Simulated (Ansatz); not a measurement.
# CsLiCr2Te2S3 (Pm) in Ansatz: a series of runs

The runs below take CsLiCr2Te2S3 through electric field gradients, band structure, with PBE, BLYP.

All numbers are computed with Ansatz 0.2.0; they aren't measurements. Logs are shortened: lines on timing, memory, paths and dates and some standing lists are left out, and cuts for length are marked.

### 1 The structure

It takes space group Pm (No. 6, monoclinic). The conventional cell has a = 7.057 Å, b = 3.981 Å, c = 9.084 Å, α = 90.00°, β = 107.12°, γ = 90.00°. Around Cs (site symmetry m) lie 3 S at 3.44 to 3.50 Å and 1 Te at 3.93 Å. Li (site symmetry m) is surrounded by 3 S at 2.21 to 2.30 Å. Around Cr (site symmetry m) lie 5 S at 2.47 to 2.63 Å and 1 Te at 2.79 Å and 2 Li at 2.81 Å. Cr (site symmetry m) is surrounded by 2 S at 2.34 to 2.50 Å. Te (site symmetry m) has 3 Cr at 2.76 to 2.79 Å as nearest neighbours. Te (site symmetry m) has 1 S at 2.48 Å and 2 Cr at 2.80 Å as nearest neighbours. S (site symmetry m) has 2 Li at 2.21 Å and 1 Te at 2.48 Å and 1 Cr at 2.51 Å as nearest neighbours. S (site symmetry m) has 3 Cr at 2.34 to 2.47 Å and 1 Li at 2.63 Å as nearest neighbours.

The cell was built by a generator and needn't be a form met in nature.

### 2 Electric field gradients, PBE, collinear spin, ferromagnetic start

input.yaml

```yaml
crystal:
  lattice:
    - [7.05684, 0.0, 0.0]
    - [0.0, 3.9806, 0.0]
    - [-2.67333, 0.0, 8.68168]
  atoms:
    - { symbol: Cs, position: [0.07739, 0.0, 0.37706] }
    - { symbol: Li, position: [0.86424, 0.5, 0.78883] }
    - { symbol: Cr, position: [0.12646, 0.0, 0.94616], spin: 3.0 }
    - { symbol: Cr, position: [0.5929, 0.5, 0.97165], spin: 3.0 }
    - { symbol: Te, position: [0.50838, 0.0, 0.1527] }
    - { symbol: Te, position: [0.55612, 0.0, 0.74893] }
    - { symbol: S, position: [0.87426, 0.0, 0.68502] }
    - { symbol: S, position: [0.25176, 0.5, 0.84402] }
    - { symbol: S, position: [0.96294, 0.5, 0.05357] }
hamiltonian:
  xc: pbe
  pseudopotentials: { kind: paw, frozen_core: stored }
magnetization:
  spin_polarized: true
kpoints:
  mp_grid: { grid: [4, 7, 3] }
scf:
  occupations: { method: fermi_dirac, width: 0.05 }
output:
  forces: true
  stress: true
  eigenvalues: true
  efg: {}
```

Potentials or basis: Ansatz PAW.

The run is started by

```sh
ansatz run input.yaml --threads 8 --pin off --max-ram 20480MiB --backend cpu --events-out ev --progress --plain --runs-dir out
```

The program printed:

```text
Warning: RAYON_NUM_THREADS=8 ignored (pool sized by the plan → 8); use --threads N
Te, Cs: output.efg is read without spin–orbit coupling, which moves field gradients at and beside such atoms by some per cent and up to a factor of two; PAW files take it under magnetization.noncollinear and magnetization.spin_orbit
Engine: ansatz 0.2.0, x86_64-unknown-linux-gnu
Pseudopotentials: kind: paw
Pseudopotential: Cs, paw, valence charge 9, recommended cutoff 420 eV (normal), Cs.paw.azcp
Pseudopotential: Li, paw, valence charge 3, recommended cutoff 420 eV (normal), Li.paw.azcp
Pseudopotential: Cr, paw, valence charge 14, recommended cutoff 420 eV (normal), Cr.paw.azcp
Pseudopotential: Te, paw, valence charge 16, recommended cutoff 420 eV (normal), Te.paw.azcp
Pseudopotential: S, paw, valence charge 6, recommended cutoff 420 eV (normal), S.paw.azcp
Functional definition: PBE
  parameter kappa = 0.804
  parameter beta = 0.06672455060314922
  exchange = pbe_x(kappa = kappa, mu = beta*pi^2/3)
  correlation = pbe_c(beta = beta)
Crystal: 9 atoms, lattice volume = 243.872 Å³
Basis set: ecut = 420 eV, 4787 PW (Γ), exchange–correlation on 96×54×128 points (8 copies of the dense FFT grid, shifted against one another)
Bands: 58, of which v1, the nominal top of the filled ones, is band 45 counted from 1 (44 counted from 0)
Symmetry: 2 space group operations
Space group: Pm (ITA 6), of the structure as read, at distance tolerance 6.2e-5 Å
Magnetic group: BNS 6.18 (UNI 25), of the structure as read, at distance tolerance 6.2e-5 Å
k-points: 28 of 84 (time reversal used)
Non-local potential: Cs, projectors of the file, l = 0: 3, l = 1: 2, l = 2: 2, l = 3: 2
Non-local potential: Li, projectors of the file, l = 0: 3, l = 1: 2, l = 2: 1
Non-local potential: Cr, projectors of the file, l = 0: 3, l = 1: 2, l = 2: 3, l = 3: 1
Non-local potential: Te, projectors of the file, l = 0: 2, l = 1: 2, l = 2: 2, l = 3: 2
Non-local potential: S, projectors of the file, l = 0: 2, l = 1: 2, l = 2: 2
PAW form: soft (Blöchl's): semilocal exchange-correlation on the pseudo side does not see the compensation charge
PAW one-centre angular grid: Cs, 194 points (default); XC on 64 Gauss nodes
PAW one-centre angular grid: Li, 110 points (default); XC on 64 Gauss nodes
PAW one-centre angular grid: Cr, 590 points (default); XC on 64 Gauss nodes
PAW one-centre angular grid: Te, 590 points (default); XC on 64 Gauss nodes
PAW one-centre angular grid: S, 110 points (default); XC on 64 Gauss nodes
Initial density: superposition of atomic densities (chi_scale 0.1, normalization cell, long waves kept (reshape's long-wave potential 0.22 eV rms))
Starting moments: Σ|m| = 6 μB on 2 of 9 sites
Initial wavefunctions: pseudopotential atomic-orbital guess
Functional: x = pbe(κ = 0.804, μ = 0.2195149727645171), c = pbe(β = 0.06672455060314922)
SCF iter   1: F=—  HF=-29304.293696 eV  |F-HF|=—  |Δ(HF+E_count)|=         —  Δρ=3.36e-2 (↑3.28e-2 ↓3.36e-2)  dr2=1.60e1  dr2_m=2.18e-1  M=5.993 μB ∫|m|=6.587 μB  β_m=0.30  ethr=3.10e-3  ⟨swp⟩=10.1  Hψ=14679  notcnv=0
Mixer restart at iter 1: flushing history
preconditioner: auto → Resta (q_TF=auto, 2.311 Å⁻¹)  ε∞=5.3  [insulator: Δε(μ)=0.349 eV  Ē_g=8.102 eV  σ=0.050 eV  W_gap=0.93  n_scr=52 (ndim 8)  ℏωp=16.8 eV  f_vac=0.093  D(μ)=0.16/eV (n_scr^D=0)  ε∞_Penn≈5.3]
spin=Collinear: Resta preconditioning applied to the charge; magnetization (m = ρ↑ − ρ↓) channel mixes plain (no charge-response kernel on spin).
SCF iter   2: F=—  HF=-29303.477057 eV  |F-HF|=—  |Δ(HF+E_count)|=   8.17e-1  Δρ=1.97e-2 (↑1.69e-2 ↓1.97e-2)  dr2=2.95e0  dr2_m=4.38e-1  M=6.000 μB ∫|m|=6.909 μB  β_m=0.37  ethr=3.10e-3  ⟨swp⟩=3.4  Hψ=7583  notcnv=0  defer=162
[... 23 lines left out ...]
SCF iter  23: F=-29302.742675 eV  HF=-29302.742675 eV  |F-HF|=1.25e-8  |Δ(HF+E_count)|=   1.03e-8  Δρ=1.14e-6 (↑1.14e-6 ↓6.96e-7)  dr2=1.36e-8  dr2_m=1.19e-10  M=6.000 μB ∫|m|=7.207 μB  ethr=7.37e-11  ⟨swp⟩=11.0  Hψ=12681  notcnv=0
SCF 1 converged in 23 iterations: F = -29302.742675 eV  dr2 = 1.36e-8
SCF converged after 23 iterations
Magnetization: 6.0000 μB (48.0000 up, 42.0000 down)
Absolute magnetization: 7.2104 μB (∫|ρ↑−ρ↓|, with the PAW one-centre terms)
Spin contamination: 0.2558 ħ² per cell (⟨S²⟩ above its minimum at these occupations)
Per-site moments (μB) at R_I (Å): [(0.0007237259527191594, 1.4200953152748317), (0.0011246691292256194, 0.9126230106656225), (2.894126677320072, 1.017705438882933), (2.69008984011974, 0.9671195073087884), (-0.1313500783832485, 1.1371301348846319), (-0.03562374504980463, 1.0225094104861974), (-0.027492966635132267, 0.9126230106656225), (-0.1033825912809402, 0.9671195073087884), (-0.04890219289044671, 0.9480963462325289)]
Free energy (F): -29302.742675 eV
Harris-Foulkes:  -29302.742675 eV  (|F-HF|=1.25e-8)
Internal energy: -29302.742380 eV  (E = F + TS)
E sigma→0 (E₀):  -29302.742528 eV
Entropy (-TS):   -0.000295 eV (-0.033 meV/atom)
Fermi energy:    6.853428 eV
--- Per-component energies (eV) ---
  E_band       = -1332.182181
  E_kinetic    = 1529.271835
  E_local      = -11239.217920  (includes V_loc(G=0)·N_el)
  E_nonlocal   = -372.942578
  E_hartree    = 5505.008984
  E_xc         = -1002.784923
  E_vxc        = -964.910527  (∫ρ·V_xc dr)
  E_paw        = -18609.138566  (= ΣΔE_a)
  E_vpaw       = -1294.410585  (= ΣTr[D̂ρ^β])
  E_aug_tail   = 0.000387  (compensation charges beyond the density's cutoff)
  E_ewald      = -5112.939598
  E_smearing   = -0.000295  (= −TS)
  E_closure    = 0.000000  (closes the sum)
  Σ components = -29302.742675   (vs F -29302.742675, Δ=0.00e0)
--- Forces (eV/Å), atoms counted from 1 ---
  atom   1  Cs     0.00017062     0.00000000    -0.00076924
  atom   2  Li    -0.00899488     0.00000000     0.00211165
  atom   3  Cr    -0.00091964     0.00000000    -0.00550331
  atom   4  Cr     0.00088858     0.00000000     0.00138727
  atom   5  Te     0.00191392     0.00000000    -0.00567108
  atom   6  Te    -0.00076795     0.00000000    -0.00120377
  atom   7  S      0.00632320     0.00000000    -0.00041479
  atom   8  S      0.00110072     0.00000000     0.00169283
  atom   9  S      0.00027984     0.00000000     0.00837445
  max |Σ_I F_I| component: 5.58e-6 eV/Å
--- Stress (GPa, compression-positive) ---
        0.009095       0.000000       0.021512
        0.000000       0.047188       0.000000
        0.021512       0.000000       0.004461
  P = ⅓ Tr σ = 0.0202 GPa (0.202 kbar)
--- PAW observables at the nuclei: V_zz in 10²¹ V/m², potentials from the cell's mean, atoms counted from 1 ---
  atom   1  Cs V_zz =   +10.324151   η = 0.8621   by run symmetry: allowed
            electrostatic potential = -9373.535793 V   contact ρ = 1900605.306853 e/Å³   contact ρ_s (e/Å³): all electrons +0.174431, valence +0.177325
  atom   2  Li V_zz =    +0.155327   η = 0.1978   by run symmetry: allowed
            electrostatic potential = -169.775609 V   contact ρ = 94.681717 e/Å³   contact ρ_s (e/Å³): all electrons -0.010037, valence -0.009806
  atom   3  Cr V_zz =    +0.906947   η = 0.3466   by run symmetry: allowed
            electrostatic potential = -2855.203292 V   contact ρ = 76317.620934 e/Å³   contact ρ_s (e/Å³): all electrons -0.541455, valence +5.053640
  atom   4  Cr V_zz =    -2.598710   η = 0.1140   by run symmetry: allowed
            electrostatic potential = -2855.478422 V   contact ρ = 76318.616518 e/Å³   contact ρ_s (e/Å³): all electrons -0.691139, valence +4.635033
  atom   5  Te V_zz =    -3.767064   η = 0.0982   by run symmetry: allowed
            electrostatic potential = -8645.445521 V   contact ρ = 1468722.684098 e/Å³   contact ρ_s (e/Å³): all electrons +0.042203, valence +0.180243
  atom   6  Te V_zz =   +76.007786   η = 0.2075   by run symmetry: allowed
            electrostatic potential = -8644.499110 V   contact ρ = 1468752.211704 e/Å³   contact ρ_s (e/Å³): all electrons -0.104718, valence -0.046741
  atom   7  S  V_zz =   +18.031154   η = 0.5345   by run symmetry: allowed
            electrostatic potential = -1632.797439 V   contact ρ = 19769.175337 e/Å³   contact ρ_s (e/Å³): all electrons +0.140642, valence +0.130295
  atom   8  S  V_zz =    -5.828155   η = 0.3701   by run symmetry: allowed
            electrostatic potential = -1632.807846 V   contact ρ = 19768.551737 e/Å³   contact ρ_s (e/Å³): all electrons -0.149059, valence -0.176899
  atom   9  S  V_zz =    -5.203827   η = 0.2301   by run symmetry: allowed
            electrostatic potential = -1633.117283 V   contact ρ = 19766.789426 e/Å³   contact ρ_s (e/Å³): all electrons -0.002699, valence -0.015577
--- Band table (eV; the first three rows and the last of 56) ---
  k-point 0 ↑: bands = ["-66.3750", "-66.0770", "-38.6326", "-37.7324", "-37.7261", "-37.7062", "-37.4441", "-37.4440", "-37.4190", "-30.6274", "-30.5589", "-30.5261", "-30.3125", "-30.3082", "-29.5053", "-29.4986", "-29.4942", "-29.4890", "-29.4873", "-15.6112", "-7.2509", "-6.2052", "-5.5155", "-4.3028", "-3.8648", "-2.4453", "-2.3295", "-2.0229", "1.3633", "2.0087", "2.0981", "2.6471", "2.9688", "3.2490", "3.4420", "4.0247", "4.3996", "4.5465", "4.6972", "4.7576", "5.0537", "5.1502", "5.3481", "5.4130", "5.5641", "5.9069", "6.2745", "6.6275", "7.3958", "8.1376", "8.1397", "8.4699", "8.7250", "9.1897", "9.9628", "10.7125", "11.1986", "11.5065"]
  k-point 1 ↑: bands = ["-66.3750", "-66.0770", "-38.6326", "-37.7324", "-37.7261", "-37.7062", "-37.4441", "-37.4440", "-37.4190", "-30.6274", "-30.5589", "-30.5261", "-30.3125", "-30.3082", "-29.5053", "-29.4986", "-29.4942", "-29.4890", "-29.4873", "-15.6112", "-7.2570", "-6.1987", "-5.5067", "-4.3074", "-3.8581", "-2.4408", "-2.3685", "-2.0228", "1.3919", "2.0057", "2.2454", "2.6499", "2.9655", "3.2419", "3.3655", "3.9131", "4.3988", "4.5491", "4.6489", "4.7691", "5.0512", "5.1572", "5.3524", "5.4129", "5.5754", "5.8376", "6.2152", "6.6259", "7.5671", "8.1362", "8.1541", "8.4589", "8.7754", "9.3497", "10.2302", "10.5829", "10.9572", "11.4320"]
  k-point 2 ↑: bands = ["-66.3750", "-66.0770", "-38.6325", "-37.7323", "-37.7267", "-37.7062", "-37.4445", "-37.4441", "-37.4190", "-30.6272", "-30.5591", "-30.5260", "-30.3127", "-30.3076", "-29.5048", "-29.4988", "-29.4944", "-29.4889", "-29.4871", "-15.5923", "-7.1867", "-6.1783", "-5.4897", "-4.2319", "-3.8077", "-2.4179", "-2.3242", "-2.2365", "1.4376", "1.7749", "2.1464", "2.4498", "3.0889", "3.3055", "3.4904", "3.9537", "4.0631", "4.2221", "4.5712", "4.7868", "4.8979", "5.2384", "5.2628", "5.4994", "5.6121", "6.0177", "6.1950", "6.3389", "7.3919", "7.7055", "7.8573", "8.4397", "8.9180", "9.6748", "10.4919", "10.8717", "11.1985", "11.7380"]
  k-point 27 ↓: bands = ["-63.2300", "-63.0836", "-38.6331", "-34.7425", "-34.6144", "-34.5314", "-34.5152", "-34.4736", "-34.4607", "-30.6299", "-30.5664", "-30.5331", "-30.3288", "-30.3230", "-29.5329", "-29.5313", "-29.5231", "-29.5169", "-29.5137", "-15.5135", "-6.8978", "-6.0989", "-5.5285", "-4.0682", "-3.6546", "-2.9774", "-2.2841", "-2.2648", "1.4427", "1.7636", "2.2546", "2.5134", "3.0410", "3.4024", "3.6009", "3.7100", "4.1007", "4.2258", "4.6907", "4.8808", "5.1144", "5.5184", "7.5909", "7.9253", "8.1395", "8.2270", "8.5630", "8.6089", "8.8412", "9.0261", "9.1786", "9.3229", "9.4703", "9.9274", "10.7198", "11.3677", "11.4708", "11.9003"]
```

Wall time 33 s (8 threads of Intel Xeon Platinum 8259CL at 2.50GHz (Skylake/Cascade Lake), shared host); peak memory 1.5 GiB.

What came out:

| Quantity | Value |
| --- | --- |
| Free energy | -29302.7427 eV |
| Pressure | 0.0 GPa |
| Largest force | 0.009 eV/Å |
| Band gap on the k mesh | 0.48 eV, indirect (least direct gap 0.77 eV) |
| Net moment | 6.00 μB per cell |
| Absolute moment | 7.21 μB per cell |
| Site moments | Cs +0.00; Li +0.00; Cr +2.89, +2.69; Te -0.13, -0.04; S -0.03, -0.10, -0.05 μB |

Forces on the atoms (eV/Å):
```
Cs   0.000  0.000 -0.001
Li  -0.009  0.000  0.002
Cr  -0.001  0.000 -0.006
Cr   0.001  0.000  0.001
Te   0.002  0.000 -0.006
Te  -0.001  0.000 -0.001
S    0.006  0.000  0.000
S    0.001  0.000  0.002
S    0.000  0.000  0.008
```

Caveat: odd divisions of the mesh miss points on the zone boundary, where band edges often lie, so the gap on the mesh can be too wide; spin-orbit coupling is left out, which moves the levels of the heavy elements; only a ferromagnetic start was run, and an antiferromagnetic order may lie lower in energy.

### 3 Band structure, BLYP, collinear spin, ferromagnetic start

input.yaml, as its differences from that of step 2:

```diff
@@ -16,4 +16,4 @@
 hamiltonian:
-  xc: pbe
-  pseudopotentials: { kind: paw, frozen_core: stored }
+  xc: blyp
+  pseudopotentials: { kind: paw }
 magnetization:
@@ -22,4 +22,11 @@
   mp_grid: { grid: [4, 7, 3] }
+  band_path:
+    path:
+      - [[0.0, 0.0, 0.0], [0.0, 0.0, 0.5], [-0.4222613436, 0.0, 0.659964505], [-0.5, 0.0, 0.5], [-0.5, 0.5, 0.5], [-0.5777386564, 0.5, 0.340035495], [-0.5, 0.5, 0.0], [-0.5, 0.0, 0.0], [-0.5777386564, 0.0, 0.340035495]]
+      - [[-0.4222613436, 0.5, 0.659964505], [0.0, 0.5, 0.5], [0.0, 0.5, 0.0]]
+      - [[0.0, 0.0, 0.5], [0.0, 0.5, 0.5]]
+    npoints: 10
 scf:
   occupations: { method: fermi_dirac, width: 0.05 }
+  n_extra_bands: 22
 output:
@@ -28,2 +35,2 @@
   eigenvalues: true
-  efg: {}
+  fatbands: false
```

Potentials or basis: Ansatz PAW.

The run is started by

```sh
ansatz run input.yaml --threads 8 --pin off --max-ram 20480MiB --backend cpu --events-out ev --progress --plain --runs-dir out
```

It took 34 s on 8 threads of Intel Xeon Platinum 8488C (Sapphire Rapids), shared host; peak memory 2.3 GiB.

It converged, with:

```
Free energy             : -29383.9314 eV
Pressure                : 2.8 GPa
Largest force           : 0.380 eV/Å
Band gap on the k mesh  : 0.53 eV, indirect (least direct gap 0.80 eV)
Band gap along the path : 0.51 eV, indirect (least direct gap 0.79 eV)
Net moment              : 6.00 μB per cell
Absolute moment         : 6.95 μB per cell
Site moments            : Cs +0.00; Li +0.00; Cr +2.86, +2.66; Te -0.11, -0.03; S -0.02, -0.08, -0.03 μB
```

Forces in eV/Å, atoms in the order of the input:
```
Cs   0.015  0.000  0.093
Li   0.027  0.000 -0.052
Cr   0.011  0.000  0.094
Cr   0.022  0.000  0.093
Te   0.004  0.000  0.380
Te  -0.129  0.000 -0.320
S    0.113  0.000 -0.221
S   -0.038  0.000 -0.193
S   -0.023  0.000  0.126
```

Stress tensor (GPa, compression positive):
```
 3.28  0.00 -0.03
 0.00  2.72  0.00
-0.03  0.00  2.39
```

Levels at the corners of the path, in eV from the valence-band top:
Spin up:
```tsv
point	band 46	band 47	band 48	band 49	band 50	band 51
Γ	-0.72	-0.34	0.00	0.80	1.53	1.54
Y	-0.81	-0.41	0.00	1.01	1.54	1.56
H	-0.74	-0.42	-0.27	0.72	1.47	1.58
C	-0.71	-0.45	-0.29	0.71	1.48	1.58
E	-1.04	-0.82	-0.80	0.77	0.91	1.29
M1	-1.04	-0.88	-0.81	0.74	0.94	1.35
A	-1.04	-0.90	-0.85	0.68	0.97	1.49
X	-0.70	-0.40	-0.30	0.78	1.38	1.57
H1	-0.74	-0.42	-0.27	0.72	1.47	1.58
M	-1.04	-0.88	-0.81	0.74	0.94	1.35
D	-1.05	-0.73	-0.64	0.92	1.01	1.38
Z	-1.05	-0.70	-0.66	0.90	0.93	1.29
Y	-0.81	-0.41	0.00	1.01	1.54	1.56
D	-1.05	-0.73	-0.64	0.92	1.01	1.38
```
Spin down:
```csv
point,band 38,band 39,band 40,band 41,band 42,band 43,band 44,band 45,band 46,band 47
Γ,-1.60,-1.37,-1.21,-1.06,-0.44,0.81,1.09,1.46,1.52,1.61
Y,-1.63,-1.36,-1.24,-1.12,-0.44,0.79,1.09,1.46,1.50,1.61
H,-2.11,-1.40,-1.28,-1.07,-0.19,0.71,1.24,1.41,1.51,1.82
C,-2.12,-1.40,-1.31,-1.05,-0.18,0.73,1.25,1.41,1.53,1.84
E,-2.43,-1.95,-1.66,-1.39,-1.25,0.87,1.22,1.38,1.46,1.75
M1,-2.41,-1.89,-1.68,-1.42,-1.27,0.84,1.24,1.32,1.51,1.75
A,-2.44,-1.81,-1.68,-1.43,-1.27,0.85,1.21,1.32,1.44,1.76
X,-2.12,-1.40,-1.29,-1.06,-0.18,0.69,1.23,1.41,1.52,1.85
H1,-2.11,-1.40,-1.28,-1.07,-0.19,0.71,1.24,1.41,1.51,1.82
M,-2.41,-1.89,-1.68,-1.42,-1.27,0.84,1.24,1.32,1.51,1.75
D,-2.23,-1.93,-1.68,-1.33,-1.27,1.03,1.27,1.44,1.57,1.73
Z,-2.24,-1.89,-1.74,-1.30,-1.27,1.02,1.27,1.47,1.59,1.73
Y,-1.63,-1.36,-1.24,-1.12,-0.44,0.79,1.09,1.46,1.50,1.61
D,-2.23,-1.93,-1.68,-1.33,-1.27,1.03,1.27,1.44,1.57,1.73
```

Caveat: spin-orbit coupling is left out, which moves the levels of the heavy elements; only a ferromagnetic start was run, and an antiferromagnetic order may lie lower in energy; the PAW data sets come from PBE, with cores solved anew for the run's functional, which leaves a small shift of forces and pressure.
